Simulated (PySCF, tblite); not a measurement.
# C₂H₇NOSi: dynamics, then NMR shifts and electronic excitations on frames

How do NMR shifts and electronic excitations of C₂H₇NOSi (`CC(=O)N[SiH3]`) change as the atoms move?

The runs use tblite 0.8.0 and PySCF 2.14.0, with density-fitted response routines of our own; the level of theory stands in each step. All values are computed, except where a source is named. Atoms are numbered from 0 throughout.

## Step 1: The starting structure

12 atoms, charge 0, multiplicity 1; geometry from: GFN2-xTB.

Bonds of the start (Å): C0–C1 1.51, C1–O2 1.22, C1–N3 1.35, N3–Si4 1.76, C0–H5 1.09, C0–H6 1.09, C0–H7 1.09, N3–H8 1.01, Si4–H9 1.46, Si4–H10 1.47, Si4–H11 1.46.

## Step 2: Dynamics with GFN2-xTB

What the job is given:

```
{"job": {"kind": "md", "xc": "GFN2-xTB", "basis": "xTB", "temperature": 300, "steps": 2000, "every": 50, "frames": 5}, "charge": 0, "multiplicity": 1}
C      1.966906     0.275403     0.274104
C      0.467911     0.336986     0.428344
O     -0.107025     1.023298     1.251120
N     -0.270667    -0.416506    -0.409946
Si    -2.004391    -0.253604    -0.165781
H      2.247230     0.632356    -0.715679
H      2.439169     0.898389     1.028292
H      2.310584    -0.751585     0.382901
H      0.187552    -0.989220    -1.099387
H     -2.336061    -0.726165     1.171050
H     -2.516666    -1.158373    -1.200526
H     -2.383343     1.128336    -0.426387
```

With the program's defaults for keys left out, this is: GFN2-xTB Langevin dynamics, gas phase.

On the command line:

```
OMP_NUM_THREADS=1 python probes_run.py task.json out
```

The driver reads the jobs from task.json and runs them one after another.

Log:

```text
t/fs     T/K      E/eV
    0.0   261.5   -451.98800
   25.0   195.9   -451.80633
   50.0   243.6   -451.74815
   75.0   334.4   -451.75011
  100.0   252.9   -451.59417
  125.0   246.0   -451.72927
  150.0   228.1   -451.67786
  175.0   353.8   -451.72239
  200.0   292.2   -451.60936
  225.0   309.3   -451.65933
  250.0   416.2   -451.69851
  275.0   332.2   -451.42999
  300.0   336.9   -451.36853
  325.0   422.7   -451.59067
  350.0   432.7   -451.63147
  375.0   316.1   -451.46248
  400.0   267.0   -451.19431
  425.0   473.2   -451.60400
  450.0   378.8   -451.43309
  475.0   382.6   -451.38933
  500.0   389.9   -451.51462
  525.0   419.3   -451.50591
  550.0   373.8   -451.54372
  575.0   225.1   -451.35968
  600.0   244.3   -451.33933
  625.0   263.0   -451.34597
  650.0   378.0   -451.51767
  675.0   350.9   -451.44155
  700.0   280.1   -451.44946
  725.0   211.7   -451.37266
  750.0   208.8   -451.57732
  775.0   260.0   -451.60238
  800.0   272.4   -451.68094
  825.0   307.3   -451.61625
  850.0   355.5   -451.67519
  875.0   301.0   -451.62108
  900.0   210.4   -451.69179
  925.0   133.3   -451.73396
  950.0   213.5   -451.71596
  975.0   292.3   -451.73960
 1000.0   224.4   -451.73060
```

Run time: 6.8 s. Hardware: 1 thread, shared host.

Distance from the start (root mean square after alignment): 0 fs 0.00 Å, 200 fs 0.12 Å, 400 fs 0.25 Å, 600 fs 0.95 Å, 800 fs 0.95 Å, 1000 fs 0.37 Å.

Positions (Å) and forces (eV/Å) at 1000 fs:

```xyz
12

C     1.628    0.049    1.017    1.517   -0.458    1.391
C     0.176   -0.146    1.122   -0.496   -0.590   -0.200
O    -0.334   -1.248    1.290   -0.003    0.043    0.174
N    -0.652    0.860    0.880   -1.482    0.019    0.277
Si   -2.357    0.362    0.944    0.840   -0.069   -0.599
H     2.163   -0.094    1.994   -0.714   -0.011   -0.423
H     1.985   -0.791    0.425    0.264    0.419   -0.413
H     1.923    1.040    0.717   -0.003    0.103   -0.649
H    -0.427    1.813    0.756    0.748    0.687   -0.065
H    -2.516   -0.388   -0.271   -0.170   -0.389   -0.314
H    -3.039    1.616    0.778   -0.265    0.582    0.051
H    -2.632   -0.290    2.167   -0.235   -0.337    0.772
```

## Step 3: Shielding tensors: 250 fs, PBE0/pcSseg-1

What the job is given:

```
{"job": {"kind": "nmr", "xc": "PBE0", "basis": "pcSseg-1", "pop": false}, "charge": 0, "multiplicity": 1}
C      1.471200     0.318200     0.037100
C      0.115800     0.531800     0.679900
O     -0.004700     0.936800     1.823200
N     -0.970200    -0.000300     0.072500
Si    -2.531300     0.566100     0.616100
H      1.484000     0.984600    -0.806800
H      2.281700     0.536300     0.741600
H      1.462900    -0.711100    -0.224300
H     -0.959300    -0.375100    -0.840000
H     -2.950200     0.096300     1.953700
H     -3.379700     0.022600    -0.474200
H     -2.439900     2.016900     0.552300
```

With the program's defaults for keys left out, this is: GIAO PBE0/pcSseg-1 NMR shielding, non-relativistic, gas phase.

Log:

```text
coarse grid: 10288 points
cycle   1  E = -499.3457367510  dE =  6.334e-01  |g| = 8.325e-01  |ddm| = 3.008e+00
cycle   2  E = -498.8738764918  dE =  4.719e-01  |g| = 1.736e+00  |ddm| = 2.382e+00
cycle   3  E = -499.4739929439  dE = -6.001e-01  |g| = 2.199e-01  |ddm| = 1.891e+00
cycle   4  E = -499.4829619658  dE = -8.969e-03  |g| = 8.432e-02  |ddm| = 2.007e-01
cycle   5  E = -499.4843046098  dE = -1.343e-03  |g| = 1.977e-02  |ddm| = 6.098e-02
cycle   6  E = -499.4843885250  dE = -8.392e-05  |g| = 4.685e-03  |ddm| = 1.646e-02
cycle   7  E = -499.4843934400  dE = -4.915e-06  |g| = 8.068e-04  |ddm| = 4.237e-03
final grid: 94152 points
cycle   8  E = -499.5211277339  dE = -3.957e-06  |g| = 1.219e-02  |ddm| = 1.844e-02
cycle   9  E = -499.5210447254  dE =  8.301e-05  |g| = 2.428e-02  |ddm| = 2.398e-02
cycle  10  E = -499.5211552199  dE = -1.105e-04  |g| = 1.588e-03  |ddm| = 1.739e-02
cycle  11  E = -499.5211557711  dE = -5.512e-07  |g| = 1.461e-04  |ddm| = 1.341e-03
cycle  12  E = -499.5211557761  dE = -5.014e-09  |g| = 4.300e-05  |ddm| = 1.888e-04
cycle  13  E = -499.5211557764  dE = -3.380e-10  |g| = 1.888e-05  |ddm| = 5.010e-05
converged SCF energy = -499.5211557764

GIAO shielding tensors (ppm)
atom      isotropic    diamagn.    paramagn.     s11        s22        s33       span
  0 C      161.360     250.687     -89.327    135.572    155.958    192.548     56.977
  1 C        4.918     248.864    -243.946    -83.036      0.255     97.534    180.570
  2 O     -147.693     400.273    -547.967   -476.440   -256.894    290.253    766.693
  3 N      161.306     326.750    -165.444     67.804    168.650    247.463    179.659
  4 Si     413.661     879.716    -466.055    373.683    412.803    454.498     80.815
  5 H       29.894      30.067      -0.173     26.521     29.335     33.827      7.306
  6 H       29.389      28.767       0.623     25.668     27.619     34.881      9.213
  7 H       30.110      31.352      -1.242     26.183     30.387     33.761      7.578
  8 H       27.905      36.918      -9.013     21.861     28.525     33.328     11.467
  9 H       26.706      28.356      -1.650     23.453     24.679     31.985      8.533
 10 H       27.349      28.896      -1.547     24.133     26.068     31.845      7.713
 11 H       27.202      28.927      -1.725     23.460     25.962     32.185      8.725
```

Run time: 8.7 s. Hardware: 1 thread, shared host.

The references, computed at this level on geometries of the same kind, shield at (ppm): ¹H TMS 31.72, ¹³C TMS 186.9, ²⁹Si TMS 349.2, ¹⁵N NH3 267.7, ¹⁷O H2O 336.1. Their shielding less the atom's gives the shift. The references are single molecules in the gas phase, so shifts against H2O, NH3, PH3, H3PO4 or CFCl3 are not on the usual liquid scales and can be off by tens of ppm. Each atom is listed at this fixed geometry, with no averaging over motion; a spectrum would average atoms that exchange fast.

```
atoms                                  environment  σ (ppm)  δ (ppm)
   C1                        amide carbonyl carbon      4.9    182.0
   C0                methyl carbon α to a carbonyl    161.4     25.6
   H9            hydrogen on a silicon bonded to N    26.71     5.01
  H11            hydrogen on a silicon bonded to N    27.20     4.51
  H10            hydrogen on a silicon bonded to N    27.35     4.37
   H8           hydrogen on an amide-type nitrogen    27.90     3.81
   H6  hydrogen on a methyl carbon α to a carbonyl    29.39     2.33
   H5  hydrogen on a methyl carbon α to a carbonyl    29.89     1.82
   H7  hydrogen on a methyl carbon α to a carbonyl    30.11     1.61
   O2                   amide-type carbonyl oxygen   -147.7    483.8
   N3                          amide-type nitrogen    161.3    106.4
  Si4                     silicon bonded to N, 3 H    413.7    -64.5
```

## Step 4: Ultraviolet spectrum: 250 fs, PBE0/def2-SVPD

Same as in step 3 but for these lines:

```diff
@@ -1,2 +1,2 @@
-{"job": {"kind": "nmr", "xc": "PBE0", "basis": "pcSseg-1", "pop": false}, "charge": 0, "multiplicity": 1}
+{"job": {"kind": "uv", "xc": "PBE0", "basis": "def2-SVPD", "nstates": 5, "ntriplets": 0}, "charge": 0, "multiplicity": 1}
 C      1.471200     0.318200     0.037100
```

With the program's defaults for keys left out, this is: TDDFT PBE0/def2-SVPD, vertical, gas phase, core orbitals frozen in the response.

Log:

```text
coarse grid: 10288 points
cycle   1  E = -499.1236604819  dE =  5.952e-01  |g| = 7.980e-01  |ddm| = 4.357e+00
cycle   2  E = -498.6482983431  dE =  4.754e-01  |g| = 1.712e+00  |ddm| = 2.873e+00
cycle   3  E = -499.2488946361  dE = -6.006e-01  |g| = 2.021e-01  |ddm| = 2.180e+00
cycle   4  E = -499.2565666269  dE = -7.672e-03  |g| = 8.216e-02  |ddm| = 3.168e-01
cycle   5  E = -499.2579125490  dE = -1.346e-03  |g| = 1.948e-02  |ddm| = 1.191e-01
cycle   6  E = -499.2579998413  dE = -8.729e-05  |g| = 3.789e-03  |ddm| = 2.852e-02
cycle   7  E = -499.2580031697  dE = -3.328e-06  |g| = 7.033e-04  |ddm| = 6.648e-03
final grid: 94152 points
cycle   8  E = -499.3244046942  dE = -5.121e-06  |g| = 1.129e-02  |ddm| = 7.019e-02
cycle   9  E = -499.3243293373  dE =  7.536e-05  |g| = 2.259e-02  |ddm| = 3.143e-02
cycle  10  E = -499.3244296145  dE = -1.003e-04  |g| = 1.514e-03  |ddm| = 2.118e-02
cycle  11  E = -499.3244301501  dE = -5.355e-07  |g| = 1.019e-04  |ddm| = 2.167e-03
cycle  12  E = -499.3244301527  dE = -2.665e-09  |g| = 5.093e-05  |ddm| = 3.239e-04
cycle  13  E = -499.3244301533  dE = -5.638e-10  |g| = 1.952e-05  |ddm| = 8.453e-05
converged SCF energy = -499.3244301533

Static polarisability (au): isotropic 62.117, principal 50.192 61.769 74.389

Singlet excitations
state   eV       nm        f      main configurations
  1   5.4551    227.3   0.00179   H->L 0.66, H->L+1 0.31
  2   6.5886    188.2   0.00561   H->L+1 0.45, H-1->L 0.31, H->L 0.22
  3   6.7638    183.3   0.03719   H-1->L 0.56, H-1->L+1 0.16, H->L+1 0.16
  4   7.1382    173.7   0.08782   H-1->L+1 0.71, H->L+2 0.08
  5   7.5446    164.3   0.05608   H->L+2 0.87
```

It took 14 s on 1 thread, shared host.

The orbitals next to the gap, with their largest atomic shares:

```
orbital     eV                         atoms
 HOMO−3  -9.90   Si4 35 %, H9 22 %, H10 19 %
 HOMO−2  -9.73  Si4 34 %, H11 22 %, H10 17 %
 HOMO−1  -8.01     N3 43 %, O2 27 %, Si4 9 %
   HOMO  -7.58      O2 68 %, C0 10 %, C1 9 %
   LUMO  -0.05    C1 22 %, Si4 17 %, O2 14 %
 LUMO+1   0.32    Si4 21 %, C1 19 %, O2 13 %
 LUMO+2   0.85   Si4 54 %, H9 14 %, H10 11 %
```

With each of the 5 states as a Gaussian band of 0.4 eV half-width at 1/e, the curve within the window shown has maxima at 227 nm (ε 73), 173 nm (ε 5,000) L/(mol cm). Beyond the last state computed it falls off for lack of states. The curve at chosen wavelengths:

| nm | ε (L/mol/cm) |
| --- | --- |
| 158 | 1452 |
| 162 | 2814 |
| 166 | 4068 |
| 170 | 4868 |
| 174 | 5009 |
| 177 | 4665 |
| 181 | 3800 |
| 185 | 2776 |
| 189 | 1822 |
| 193 | 1063 |
| 197 | 547 |
| 201 | 250 |
| 205 | 107 |
| 208 | 61 |
| 212 | 43 |
| 216 | 48 |
| 220 | 61 |
| 224 | 70 |
| 228 | 72 |
| 232 | 67 |
| 236 | 56 |
| 239 | 46 |
| 243 | 33 |
| 247 | 22 |
| 251 | 14 |
| 255 | 8 |

Further results of this job:

```
           property  computed
  dipole moment (D)      3.45
polarisability (Å³)      9.20
 HOMO–LUMO gap (eV)      7.52
      −ε(HOMO) (eV)      7.58
```

## Step 5: Nuclear shieldings: 425 fs, PBE0/pcSseg-1

What the job is given:

```
{"job": {"kind": "nmr", "xc": "PBE0", "basis": "pcSseg-1", "pop": false}, "charge": 0, "multiplicity": 1}
C      1.352000     0.416500     0.409600
C     -0.037100     0.224000     1.031900
O     -0.237300    -0.233400     2.145000
N     -1.041100     0.506900     0.195900
Si    -2.660600     0.598300     0.901900
H      1.784500     1.447500     0.442700
H      2.064700    -0.270300     0.804600
H      1.203900     0.220900    -0.646900
H     -0.875000     0.794600    -0.753600
H     -3.053500    -0.495200     1.644400
H     -3.471600     0.937100    -0.358300
H     -2.613200     1.650900     1.838400
```

Level: GIAO PBE0/pcSseg-1 NMR shielding, non-relativistic, gas phase.

Log:

```text
coarse grid: 10288 points
cycle   1  E = -499.3446425716  dE =  6.166e-01  |g| = 8.204e-01  |ddm| = 3.011e+00
cycle   2  E = -498.8754744507  dE =  4.692e-01  |g| = 1.725e+00  |ddm| = 2.359e+00
cycle   3  E = -499.4698733079  dE = -5.944e-01  |g| = 2.187e-01  |ddm| = 1.864e+00
cycle   4  E = -499.4787693011  dE = -8.896e-03  |g| = 8.340e-02  |ddm| = 1.952e-01
cycle   5  E = -499.4800926720  dE = -1.323e-03  |g| = 1.912e-02  |ddm| = 5.902e-02
cycle   6  E = -499.4801709325  dE = -7.826e-05  |g| = 4.877e-03  |ddm| = 1.618e-02
cycle   7  E = -499.4801762697  dE = -5.337e-06  |g| = 8.321e-04  |ddm| = 4.245e-03
final grid: 94152 points
cycle   8  E = -499.5164154832  dE = -7.983e-07  |g| = 1.262e-02  |ddm| = 1.759e-02
cycle   9  E = -499.5163232689  dE =  9.221e-05  |g| = 2.544e-02  |ddm| = 2.531e-02
cycle  10  E = -499.5164452984  dE = -1.220e-04  |g| = 1.563e-03  |ddm| = 1.821e-02
cycle  11  E = -499.5164458348  dE = -5.365e-07  |g| = 1.420e-04  |ddm| = 1.293e-03
cycle  12  E = -499.5164458396  dE = -4.722e-09  |g| = 4.259e-05  |ddm| = 1.762e-04
cycle  13  E = -499.5164458399  dE = -3.186e-10  |g| = 1.761e-05  |ddm| = 4.879e-05
converged SCF energy = -499.5164458399

GIAO shielding tensors (ppm)
atom      isotropic    diamagn.    paramagn.     s11        s22        s33       span
  0 C      161.158     251.661     -90.503    137.797    150.871    194.808     57.011
  1 C       10.661     247.879    -237.219    -74.877      8.777     98.082    172.959
  2 O     -113.008     399.818    -512.826   -425.413   -231.335    317.723    743.136
  3 N      152.783     327.082    -174.299     57.402    149.566    251.381    193.979
  4 Si     412.513     879.586    -467.072    360.977    415.830    460.733     99.756
  5 H       28.696      28.334       0.362     25.778     26.840     33.469      7.690
  6 H       30.370      30.208       0.162     26.686     28.308     36.116      9.430
  7 H       30.254      32.735      -2.480     26.037     31.127     33.598      7.561
  8 H       27.255      35.802      -8.546     21.410     28.272     32.084     10.674
  9 H       27.787      30.010      -2.224     24.201     25.958     33.202      9.001
 10 H       26.788      27.630      -0.842     23.700     25.372     31.292      7.592
 11 H       27.891      29.224      -1.333     23.939     26.494     33.240      9.301
```

Run time: 8.4 s. Hardware: 1 thread, shared host.

In short: δ C1 176.3, C0 25.8, O2 449.1, N3 114.9, H10 4.93, H8 4.46 ppm.

## Step 6: TDDFT and polarisability: 425 fs, PBE0/def2-SVPD

Same as in step 5 but for these lines:

```diff
@@ -1,2 +1,2 @@
-{"job": {"kind": "nmr", "xc": "PBE0", "basis": "pcSseg-1", "pop": false}, "charge": 0, "multiplicity": 1}
+{"job": {"kind": "uv", "xc": "PBE0", "basis": "def2-SVPD", "nstates": 5, "ntriplets": 0}, "charge": 0, "multiplicity": 1}
 C      1.352000     0.416500     0.409600
```

Level: TDDFT PBE0/def2-SVPD, vertical, gas phase, core orbitals frozen in the response.

Log:

```text
coarse grid: 10288 points
cycle   1  E = -499.1225910410  dE =  5.789e-01  |g| = 7.864e-01  |ddm| = 4.332e+00
cycle   2  E = -498.6502047878  dE =  4.724e-01  |g| = 1.700e+00  |ddm| = 2.676e+00
cycle   3  E = -499.2449322213  dE = -5.947e-01  |g| = 2.006e-01  |ddm| = 2.094e+00
cycle   4  E = -499.2524986157  dE = -7.566e-03  |g| = 8.147e-02  |ddm| = 2.786e-01
cycle   5  E = -499.2538297265  dE = -1.331e-03  |g| = 1.891e-02  |ddm| = 9.933e-02
cycle   6  E = -499.2539122231  dE = -8.250e-05  |g| = 3.984e-03  |ddm| = 2.598e-02
cycle   7  E = -499.2539158988  dE = -3.676e-06  |g| = 7.482e-04  |ddm| = 6.205e-03
final grid: 94152 points
cycle   8  E = -499.3198117613  dE = -1.881e-06  |g| = 1.177e-02  |ddm| = 6.910e-02
cycle   9  E = -499.3197271411  dE =  8.462e-05  |g| = 2.380e-02  |ddm| = 3.052e-02
cycle  10  E = -499.3198391632  dE = -1.120e-04  |g| = 1.531e-03  |ddm| = 2.078e-02
cycle  11  E = -499.3198397129  dE = -5.497e-07  |g| = 9.718e-05  |ddm| = 2.025e-03
cycle  12  E = -499.3198397153  dE = -2.438e-09  |g| = 5.162e-05  |ddm| = 2.632e-04
cycle  13  E = -499.3198397159  dE = -5.793e-10  |g| = 1.903e-05  |ddm| = 8.730e-05
converged SCF energy = -499.3198397159

Static polarisability (au): isotropic 62.240, principal 49.150 62.701 74.868

Singlet excitations
state   eV       nm        f      main configurations
  1   5.5891    221.8   0.00076   H->L 0.53, H->L+1 0.44
  2   6.5963    188.0   0.01027   H->L+1 0.43, H->L 0.34, H-1->L 0.20
  3   6.7412    183.9   0.02036   H-1->L 0.66, H-1->L+1 0.20
  4   7.1594    173.2   0.12779   H-1->L+1 0.64, H->L+2 0.09, H-1->L 0.08
  5   7.5693    163.8   0.06120   H->L+2 0.88
```

It took 14 s on 1 thread, shared host.

Key values: HOMO -7.64 eV, LUMO -0.01 eV; lowest singlet 5.59 eV.

## Step 7: Nuclear shieldings: 625 fs, PBE0/pcSseg-1

What the job is given:

```
{"job": {"kind": "nmr", "xc": "PBE0", "basis": "pcSseg-1", "pop": false}, "charge": 0, "multiplicity": 1}
C      1.309600    -0.665100     0.874600
C     -0.071800    -0.057400     1.270200
O     -0.627400    -0.436300     2.297400
N     -0.590800     0.804900     0.427200
Si    -2.420900     0.893400     0.351100
H      1.476600    -1.630800     1.269300
H      1.346800    -0.847500    -0.192800
H      2.097000     0.136100     1.023700
H     -0.081900     1.140600    -0.395600
H     -2.877200    -0.505700     0.247800
H     -2.889200     1.548300    -0.851300
H     -2.941000     1.776200     1.551900
```

Level: GIAO PBE0/pcSseg-1 NMR shielding, non-relativistic, gas phase.

Log:

```text
coarse grid: 10288 points
cycle   1  E = -499.3309988768  dE =  5.009e-01  |g| = 8.355e-01  |ddm| = 2.976e+00
cycle   2  E = -498.7814823872  dE =  5.495e-01  |g| = 1.825e+00  |ddm| = 2.566e+00
cycle   3  E = -499.4634961174  dE = -6.820e-01  |g| = 2.188e-01  |ddm| = 2.063e+00
cycle   4  E = -499.4720843180  dE = -8.588e-03  |g| = 9.477e-02  |ddm| = 2.043e-01
cycle   5  E = -499.4738341535  dE = -1.750e-03  |g| = 1.916e-02  |ddm| = 6.488e-02
cycle   6  E = -499.4739087899  dE = -7.464e-05  |g| = 5.725e-03  |ddm| = 1.681e-02
cycle   7  E = -499.4739162348  dE = -7.445e-06  |g| = 9.982e-04  |ddm| = 5.065e-03
final grid: 94152 points
cycle   8  E = -499.5104879921  dE = -6.228e-07  |g| = 1.255e-02  |ddm| = 1.649e-02
cycle   9  E = -499.5103943871  dE =  9.360e-05  |g| = 2.552e-02  |ddm| = 2.535e-02
cycle  10  E = -499.5105174368  dE = -1.230e-04  |g| = 1.553e-03  |ddm| = 1.825e-02
cycle  11  E = -499.5105179677  dE = -5.309e-07  |g| = 1.579e-04  |ddm| = 1.318e-03
cycle  12  E = -499.5105179734  dE = -5.671e-09  |g| = 4.397e-05  |ddm| = 1.782e-04
cycle  13  E = -499.5105179737  dE = -3.215e-10  |g| = 1.756e-05  |ddm| = 4.687e-05
converged SCF energy = -499.5105179737

GIAO shielding tensors (ppm)
atom      isotropic    diamagn.    paramagn.     s11        s22        s33       span
  0 C      159.363     252.698     -93.336    129.802    151.523    196.763     66.961
  1 C        9.454     246.887    -237.432    -77.819     10.496     95.686    173.504
  2 O     -128.120     399.733    -527.852   -452.734   -227.775    296.150    748.885
  3 N      163.773     328.898    -165.126     85.927    170.555    234.835    148.908
  4 Si     399.936     878.017    -478.081    365.438    373.202    461.169     95.731
  5 H       30.266      30.289      -0.023     26.389     28.612     35.796      9.407
  6 H       30.292      33.158      -2.866     26.644     30.352     33.882      7.238
  7 H       28.416      28.115       0.301     25.557     26.788     32.902      7.345
  8 H       27.216      35.313      -8.097     21.284     27.858     32.505     11.221
  9 H       26.657      28.651      -1.994     23.365     25.443     31.164      7.798
 10 H       27.275      29.063      -1.788     24.432     25.691     31.701      7.269
 11 H       25.310      26.011      -0.701     22.165     23.695     30.070      7.906
```

Wall time 8.5 s (1 thread, shared host).

Key values: δ C1 177.5, C0 27.6, O2 464.2, N3 104.0, H11 6.41, H9 5.06 ppm.

## Step 8: Excited states and response: 625 fs, PBE0/def2-SVPD

Same as in step 7 but for these lines:

```diff
@@ -1,2 +1,2 @@
-{"job": {"kind": "nmr", "xc": "PBE0", "basis": "pcSseg-1", "pop": false}, "charge": 0, "multiplicity": 1}
+{"job": {"kind": "uv", "xc": "PBE0", "basis": "def2-SVPD", "nstates": 5, "ntriplets": 0}, "charge": 0, "multiplicity": 1}
 C      1.309600    -0.665100     0.874600
```

Method: TDDFT PBE0/def2-SVPD, vertical, gas phase, core orbitals frozen in the response.

Log:

```text
coarse grid: 10288 points
cycle   1  E = -499.1102218520  dE =  4.621e-01  |g| = 8.005e-01  |ddm| = 4.196e+00
cycle   2  E = -498.5555677047  dE =  5.547e-01  |g| = 1.803e+00  |ddm| = 3.049e+00
cycle   3  E = -499.2398113097  dE = -6.842e-01  |g| = 1.982e-01  |ddm| = 2.467e+00
cycle   4  E = -499.2468734686  dE = -7.062e-03  |g| = 9.224e-02  |ddm| = 3.030e-01
cycle   5  E = -499.2486165797  dE = -1.743e-03  |g| = 1.880e-02  |ddm| = 1.147e-01
cycle   6  E = -499.2486961762  dE = -7.960e-05  |g| = 4.774e-03  |ddm| = 2.615e-02
cycle   7  E = -499.2487014813  dE = -5.305e-06  |g| = 8.773e-04  |ddm| = 7.427e-03
final grid: 94152 points
cycle   8  E = -499.3149562726  dE = -2.673e-06  |g| = 1.159e-02  |ddm| = 6.622e-02
cycle   9  E = -499.3148716953  dE =  8.458e-05  |g| = 2.368e-02  |ddm| = 3.047e-02
cycle  10  E = -499.3149828602  dE = -1.112e-04  |g| = 1.487e-03  |ddm| = 2.138e-02
cycle  11  E = -499.3149833827  dE = -5.226e-07  |g| = 1.071e-04  |ddm| = 1.886e-03
cycle  12  E = -499.3149833855  dE = -2.750e-09  |g| = 5.652e-05  |ddm| = 2.476e-04
cycle  13  E = -499.3149833861  dE = -6.653e-10  |g| = 1.959e-05  |ddm| = 8.938e-05
converged SCF energy = -499.3149833861

Static polarisability (au): isotropic 64.820, principal 53.417 63.476 77.566

Singlet excitations
state   eV       nm        f      main configurations
  1   5.4760    226.4   0.00108   H->L+1 0.69, H->L 0.19
  2   6.2910    197.1   0.01822   H->L 0.77, H->L+1 0.18
  3   6.5984    187.9   0.00693   H-1->L 0.94
  4   6.9684    177.9   0.01817   H-1->L+1 0.40, H->L+2 0.28, H->L+3 0.19
  5   7.1103    174.4   0.00239   H->L+3 0.71, H->L+2 0.22
```

Run time: 14 s. Hardware: 1 thread, shared host.

In short: HOMO -7.42 eV, LUMO -0.12 eV; lowest singlet 5.48 eV.

(Part 1 of 2 ends here.)
